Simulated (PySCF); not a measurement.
F3SiBr, in a box:

```
CELL_PARAMETERS angstrom
12.00000 0.00000 0.00000
0.00000 12.00000 0.00000
0.00000 0.00000 12.00000
ATOMIC_POSITIONS crystal
F 0.48084 0.50845 0.60767
Si 0.48885 0.49829 0.47769
F 0.44859 0.37890 0.44322
F 0.61416 0.51102 0.44309
Br 0.38801 0.62460 0.39799
```

Base run:

```yaml
Program: PySCF 2.14.0
Functional: PBEsol
Dispersion: D3
Potentials_or_basis: def2-svp (all-electron)
k_mesh: 1 × 1 × 1
Occupations: fixed
Spin: no spin polarisation
```

Its results: gap between the frontier levels 7.27 eV.

Q: After a change of settings the same cell gave: gap between the frontier levels 7.35 eV. Which change was it?
A. functional from PBEsol to revPBE; dispersion from D3 to D3(OP)
B. functional from PBEsol to rSCAN; dispersion from D3 to none
C. functional from PBEsol to PBEsol0; dispersion from D3 to none

A: A.

Caveats: this is a molecule in a periodic box at the Γ point, so its band gap is the HOMO-LUMO gap; relativity is left out, which matters for the heavier elements; the basis of atomic orbitals isn't converged, which shifts pressures, moduli and gaps.
